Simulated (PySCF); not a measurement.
# [NdCl2]2+: other functionals and bases at one geometry

Aim: see how levels, charges and forces of [NdCl2]2+ depend on the level of theory. The structure is generated, not taken from experiment.

The runs use PySCF 2.14.0; several levels, as the steps say, no spin–orbit coupling.

1 further run of the same task is left out (for a known fault of the program).

## Step 1: Where the work starts

3 atoms, charge 2, spin multiplicity 1.

Bond lengths: Nd1–Cl2 2.317 Å, Nd1–Cl3 2.317 Å. Angles: Cl2–Nd1–Cl3 100.7°.

Geometry (Å):

```xyz
3

Nd    0.0000    0.0000   -0.6351
Cl    1.7833    0.0000    0.8435
Cl   -1.7833    0.0000    0.8435
```

Formal oxidation states: Nd +4. Each metal's 2 4f electrons lie in its core potential, so multiplicities, spins and levels count the valence alone. An earlier session relaxed this geometry at PBE0, Nd lcecp-2-SVP with ECP48, Cl def2-SVP (singlet, point group C2v).

At PBE0 on the finer grid: E = -959.117152 Eh, frontier levels not given, since the 4f levels lie in the core, Mulliken charge on Nd1 +1.74 e, largest force component 0.003 eV/Å. 

Levels to run: wB97X; BP86; PBE0, TZVP. Hardware: 2 threads of Arm Neoverse V1, shared host.

## Step 2: wB97X

File run.py (the lines that set the calculation):

```python
mol = gto.M(atom='''
Nd     0.00000     0.00000    -0.63509
Cl     1.78326     0.00000     0.84349
Cl    -1.78326     0.00000     0.84349''',
    basis={'Nd': 'lcecp-2-SVP', 'Cl': 'def2-SVP'},
    ecp={'Nd': 'lcecp-2-SVP'},
    charge=2, spin=0)
mf = dft.RKS(mol, xc='WB97X')
mf.grids.atom_grid = (75, 302)  # f atoms: unpruned, at least (60, 302)
mf = mf.density_fit()  # fitting sets: Nd AutoAux, Cl def2-universal-JKFIT
mf.conv_tol = 1e-08; mf.max_cycle = 55
mf.kernel(dm0)  # dm0: the density of the relaxed state
```

Launch:

```console
> OMP_NUM_THREADS=2 python run.py
```

## Step 3: BP86

Changes to run.py (the lines that set the calculation) since step 2:

```diff
@@ -7,3 +7,3 @@
     charge=2, spin=0)
-mf = dft.RKS(mol, xc='WB97X')
+mf = dft.RKS(mol, xc='B88,P86')
 mf.grids.atom_grid = (75, 302)  # f atoms: unpruned, at least (60, 302)
```

## Step 4: PBE0, TZVP

Basis: Nd lcecp-2-TZVP with ECP48, Cl def2-TZVP. 

File run.py (the lines that set the calculation):

```python
mol = gto.M(atom='''
Nd     0.00000     0.00000    -0.63509
Cl     1.78326     0.00000     0.84349
Cl    -1.78326     0.00000     0.84349''',
    basis={'Nd': 'lcecp-2-TZVP', 'Cl': 'def2-TZVP'},
    ecp={'Nd': 'lcecp-2-TZVP'},
    charge=2, spin=0)
mf = dft.RKS(mol, xc='PBE0')
mf.grids.atom_grid = (75, 302)  # f atoms: unpruned, at least (60, 302)
mf = mf.density_fit()  # fitting sets: Nd AutoAux, Cl def2-universal-JKFIT
mf.conv_tol = 1e-08; mf.max_cycle = 55
mf.kernel(dm0)  # dm0: free metal ions and neutral atoms
```

Q: Predict the outcome of this session. Wanted: for each run, charge on Nd1; dipole; largest force.

As calculated:

| level | state | charge on Nd1 (e) | dipole (D) | largest force (eV/Å) | basis functions | time |
| --- | --- | --- | --- | --- | --- | --- |
| PBE0 (relaxed here) | singlet | 1.74 | 4.71 | 0.00 | 66 | 4.5 s |
| wB97X | singlet | 1.81 | 5.33 | 0.40 | 66 | 3.1 s |
| BP86 | singlet | 1.62 | 4.09 | 0.72 | 66 | 2.7 s |
| PBE0, TZVP | singlet | 1.92 | 4.60 | 0.36 | 121 | 7 s |

Times are on 2 threads of Arm Neoverse V1, shared host; the first row also made further properties. The dipole of a charged species depends on the origin, so these sizes hold for this origin alone.

The largest leftover force, 0.72 eV/Å with BP86, stands at a geometry relaxed at another level. The Mulliken charge on Nd spans +1.62 to +1.92 e over the levels. With 4f in the core, its levels are missing from HOMO and gap. Total energies of different levels can't be compared. Spin–orbit coupling is left out throughout.
